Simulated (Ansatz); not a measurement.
# C5H5Ga: how energies converge with the basis set

The task here is to estimate one member of a computed series from the others.

Program: Ansatz 0.2.0, Gaussian basis. Level of theory: one geometry, several basis sets. These are calculated values, not measurements.

The runs, in order: PBE0-D4/def2-SVP; ωB97M-V/def2-SVP; PBE0-D4/def2-QZVPP; ωB97M-V/def2-QZVPP; the functionals' def2-TZVPP values are taken from earlier runs.

### The relaxed structure

An earlier PBE0-D4 in a triple-zeta def2 set relaxation fixed the geometry.

SMILES `C#[C][Ga]([CH3])[C]#C`, 11 atoms, charge 0, spin multiplicity 1.

Atoms are counted from 1 here; the program's logs count them from 0.

Bond lengths: C1–C2 1.209 Å, C1–H7 1.066 Å, C2–Ga3 1.916 Å, Ga3–C4 1.950 Å, Ga3–C5 1.915 Å, C4–H8 1.093 Å, C4–H9 1.093 Å, C4–H10 1.090 Å, C5–C6 1.209 Å, C6–H11 1.066 Å. Angles: C2–C1–H7 179.5°, C1–C2–Ga3 178.3°, C2–Ga3–C4 121.2°, C2–Ga3–C5 116.4°, C4–Ga3–C5 122.5°, Ga3–C4–H8 109.9°, Ga3–C4–H9 109.8°, Ga3–C4–H10 111.8°, H8–C4–H9 107.2°, H8–C4–H10 109.1°, H9–C4–H10 109.0°, Ga3–C5–C6 178.3°, C5–C6–H11 179.5°.

The first run:

Contents of in.yaml:

```yaml
crystal:
  periodic: [false, false, false]
  atoms:
    - {symbol: C, position_ang: [2.865629, 0.180749, -1.122123]}
    - {symbol: C, position_ang: [1.740123, 0.108181, -0.686989]}
    - {symbol: Ga, position_ang: [-0.023947, 0.007694, 0.053078]}
    - {symbol: C, position_ang: [-0.351697, 0.392933, 1.936166]}
    - {symbol: C, position_ang: [-1.425320, -0.486031, -1.154453]}
    - {symbol: C, position_ang: [-2.334131, -0.795216, -1.889187]}
    - {symbol: H, position_ang: [3.855473, 0.242835, -1.513980]}
    - {symbol: H, position_ang: [0.248503, -0.272577, 2.561131]}
    - {symbol: H, position_ang: [-0.041452, 1.415649, 2.163853]}
    - {symbol: H, position_ang: [-1.403028, 0.274479, 2.196479]}
    - {symbol: H, position_ang: [-3.130162, -1.068697, -2.543985]}
basis:
  gaussian: {orbitals: def2-SVP}
hamiltonian: {xc: pbe0, dispersion: d4}
output: {orbitals: {seedname: orbitals}}
```

Among the steps run: PBE0-D4 in def2-SVP; ωB97M-V in def2-SVP; PBE0-D4 in def2-QZVPP; ωB97M-V in def2-QZVPP.

One of the session's tables, all rows but one given; the rest of the session is left out.

It belongs to the step «Functionals by basis». 

```
functional       basis  HOMO (eV)  LUMO (eV)
   PBE0-D4    def2-SVP      -7.88      -1.68
   PBE0-D4  def2-TZVPP      -7.95      -1.75
   PBE0-D4  def2-QZVPP      -7.96      -1.77
   ωB97M-V    def2-SVP     -10.10       0.13
   ωB97M-V  def2-TZVPP     -10.19       0.04
   ωB97M-V  def2-QZVPP          ?          ?
```

Estimate the missing values for ωB97M-V, def2-QZVPP.

**Answer.** HOMO (eV): -10.20; LUMO (eV): -0.03. In the column «HOMO (eV)» it is the lowest.
